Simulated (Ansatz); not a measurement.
**Cl2F2H2Si2: a ladder of functionals and wavefunction methods**

One table from this session's results is given with a row withheld; the runs are named, their logs left out.

Computed with Ansatz 0.2.0, Gaussian basis. Level: functionals in def2-TZVPP, the program's frozen cores in correlated methods.

The runs, in order: LDA (SPW92), PBE-D4, revPBE-D4, BLYP-D4, r2SCAN-D4, B97M-V, PBE0-D4, B3LYP-D4, r2SCANh-D4, r2SCAN0-D4, HSE06-D4, BHLYP-D4, CAM-B3LYP-D4, LC-ωPBE, ωB97X-V, ωB97M-V, B2PLYP, PBE-QIDH; CCSD(T)/def2-SVP; CCSD(T)/def2-TZVPP; MP2/def2-QZVPP; extrapolation to the limit; RPA on PBE.

## Structure used throughout

The geometry comes from an earlier relaxation with PBE0-D4 in a triple-zeta def2 set; it is a stationary point, not always the lowest conformer.

SMILES `F[Si](F)(Cl)[SiH2]Cl`, 8 atoms, charge 0, spin multiplicity 1.

Atoms are counted from 1 here; the program's logs count them from 0.

Bond lengths: F1–Si2 1.583 Å, Si2–F3 1.585 Å, Si2–Cl4 2.028 Å, Si2–Si5 2.336 Å, Si5–Cl6 2.051 Å, Si5–H7 1.482 Å, Si5–H8 1.482 Å. Angles: F1–Si2–F3 106.8°, F1–Si2–Cl4 108.2°, F1–Si2–Si5 111.2°, F3–Si2–Cl4 108.3°, F3–Si2–Si5 110.5°, Cl4–Si2–Si5 111.7°, Si2–Si5–Cl6 107.3°, Si2–Si5–H7 110.8°, Si2–Si5–H8 109.8°, Cl6–Si5–H7 109.2°, Cl6–Si5–H8 109.2°, H7–Si5–H8 110.4°.

Set-up of the first run:

in.yaml reads:

```yaml
crystal:
  periodic: [false, false, false]
  atoms:
    - {symbol: F, position_ang: [-1.037380, 0.544990, -1.926661]}
    - {symbol: Si, position_ang: [-0.568440, -0.516591, -0.850551]}
    - {symbol: F, position_ang: [0.219785, -1.645640, -1.635017]}
    - {symbol: Cl, position_ang: [-2.220435, -1.352063, -0.022866]}
    - {symbol: Si, position_ang: [0.802549, 0.468557, 0.764704]}
    - {symbol: Cl, position_ang: [-0.328609, 1.862805, 1.756995]}
    - {symbol: H, position_ang: [1.961465, 1.141349, 0.131729]}
    - {symbol: H, position_ang: [1.263164, -0.560508, 1.725968]}
basis:
  gaussian: {orbitals: def2-TZVPP}
hamiltonian: {xc: lda}
output: {orbitals: {seedname: orbitals}}
```

Steps of the session up to this table: LDA; PBE-D4 (GGA); revPBE-D4 (GGA); BLYP-D4 (GGA); r2SCAN-D4 (meta-GGA); B97M-V (meta-GGA); PBE0-D4 (hybrid); B3LYP-D4 (hybrid); r2SCANh-D4 (hybrid); r2SCAN0-D4 (hybrid); HSE06-D4 (hybrid); BHLYP-D4 (hybrid); CAM-B3LYP-D4 (range-separated); LC-ωPBE-D4 (range-separated; the results give it without D4); ωB97X-V (range-separated); ωB97M-V (range-separated); B2PLYP (double hybrid); PBE-QIDH (double hybrid).

One table of the session follows, with a row left open; its other results are not shown here.

It belongs to the step «Frontier levels by functional». 

| functional | HOMO (eV) | gap (eV) |
| --- | --- | --- |
| LDA (SPW92) | -7.63 | 5.34 |
| PBE-D4 | -7.51 | 5.50 |
| revPBE-D4 | -7.46 | 5.57 |
| BLYP-D4 | -7.38 | 5.57 |
| r2SCAN-D4 | -7.83 | 6.09 |
| B97M-V | -7.92 | 6.08 |
| PBE0-D4 | ? | ? |
| B3LYP-D4 | -8.58 | 7.26 |
| r2SCANh-D4 | -8.30 | 6.86 |
| r2SCAN0-D4 | -9.00 | 7.99 |
| HSE06-D4 | -8.40 | 6.86 |
| BHLYP-D4 | -9.99 | 9.80 |
| CAM-B3LYP-D4 | -10.12 | 10.05 |
| LC-ωPBE | -11.43 | 12.49 |
| ωB97X-V | -11.09 | 12.05 |
| ωB97M-V | -10.86 | 11.55 |

Q: Estimate the row for PBE0-D4 from the others.

**Answer.** HOMO (eV): -8.80; gap (eV): 7.63. In the column «HOMO (eV)» it lies between r2SCAN0-D4 (-9.00) and B3LYP-D4 (-8.58).
